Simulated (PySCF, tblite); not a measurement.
# C₆H₁₁NOSi: geometry, infrared bands and NMR shifts

What infrared bands and NMR shifts should C₆H₁₁NOSi (`[H]/N=C/[C@H](C(C)=O)[C@@H]1C[SiH2]1`) show?

Programs: tblite 0.8.0 and PySCF 2.14.0, with density-fitted response routines of our own. Each step states its level of theory. These are calculated values for one molecule in the gas phase, unless marked as measured. Atoms count from 0, in the outputs and in this text.

## 1. The molecule as given

20 atoms, charge 0, multiplicity 1; geometry from: force field or distance geometry start.

Bonds of the start (Å): C0–C1 1.52, C1–O2 1.23, C1–C3 1.53, C3–C4 1.50, C4–N5 1.29, C3–C6 1.52, C6–C7 1.49, C7–Si8 1.91, Si8–C6 1.84, C0–H9 1.08, C0–H10 1.09, C0–H11 1.09, C3–H12 1.12, C4–H13 1.11, N5–H14 1.03, C6–H15 1.07, C7–H16 1.09, C7–H17 1.07, Si8–H18 1.48, Si8–H19 1.49.

## 2. Optimising the geometry with GFN2-xTB

The job: settings as JSON, then the geometry in Å.

```
{"job": {"kind": "relax", "xc": "GFN2-xTB", "basis": "xTB"}, "charge": 0, "multiplicity": 1}
C      2.483100    -0.821800     0.818700
C      1.163400    -1.036400     0.087900
O      0.912800    -2.141400    -0.396700
C      0.203700     0.153100     0.016200
C      0.840600     1.279100    -0.739000
N      1.392700     2.278200    -0.144800
C     -1.134100    -0.206400    -0.598000
C     -2.336900     0.621000    -0.294700
Si    -2.349500    -1.154100     0.408400
H      3.120400    -0.175600     0.228200
H      2.281900    -0.369700     1.795100
H      2.970000    -1.782800     0.976300
H      0.053600     0.488300     1.069500
H      0.854400     1.212000    -1.850900
H      1.769100     2.948100    -0.833100
H     -1.022500    -0.586900    -1.592300
H     -3.081100     0.765400    -1.071200
H     -2.307800     1.367500     0.472600
H     -3.497600    -1.824400    -0.242800
H     -2.321500    -1.002500     1.887300
```

Started as:

```console
OMP_NUM_THREADS=1 python probes_run.py task.json out
```

The driver reads the jobs from task.json and runs them one after another.

**Question.** This job is followed by: GFN2-xTB harmonic vibrations, gas phase; GIAO PBE0/pcSseg-1 NMR shielding, non-relativistic, gas phase. What will the session give for the following? strongest single infrared mode (GFN2-xTB); zero-point energy (GFN2-xTB); ¹³C shifts against TMS (PBE0/pcSseg-1); ¹H shifts against TMS (PBE0/pcSseg-1, means over atoms taken as alike); ¹⁷O shifts against H2O (PBE0/pcSseg-1); ¹⁵N shifts against NH3 (PBE0/pcSseg-1); ²⁹Si shifts against TMS (PBE0/pcSseg-1).

**Answer**, as computed:

| quantity | value |
| --- | --- |
| strongest single infrared mode (GFN2-xTB) | 1717 cm⁻¹, 346 km/mol |
| zero-point energy (GFN2-xTB) | 96.4 kcal/mol |
| ¹³C shifts against TMS (PBE0/pcSseg-1) | 211.4, 178.2, 71.1, 32.6, 5.3, 0.2 ppm |
| ¹H shifts against TMS (PBE0/pcSseg-1, means over atoms taken as alike) | 11.10, 8.22, 3.06, 2.80, 2.23, 2.22, 0.76, 0.30, 0.19 ppm |
| ¹⁷O shifts against H2O (PBE0/pcSseg-1) | 654.7 ppm |
| ¹⁵N shifts against NH3 (PBE0/pcSseg-1) | 361.3 ppm |
| ²⁹Si shifts against TMS (PBE0/pcSseg-1) | -144.0 ppm |

Relaxing lowered the energy by 0.603 eV in 159 steps; the close pair that moved most is C6–Si8, from 1.841 to 1.889 Å. No mode is imaginary among the 54: a minimum at this level. The strongest single mode, at 1717 cm⁻¹, moves mainly C4 and N5. GFN2-xTB is a fitted tight-binding method: band positions and strengths are rough. Its intensities can rank the bands wrongly. At PBE0/pcSseg-1: The largest span, 1244 ppm, is at O2, where the paramagnetic term is -722 ppm.
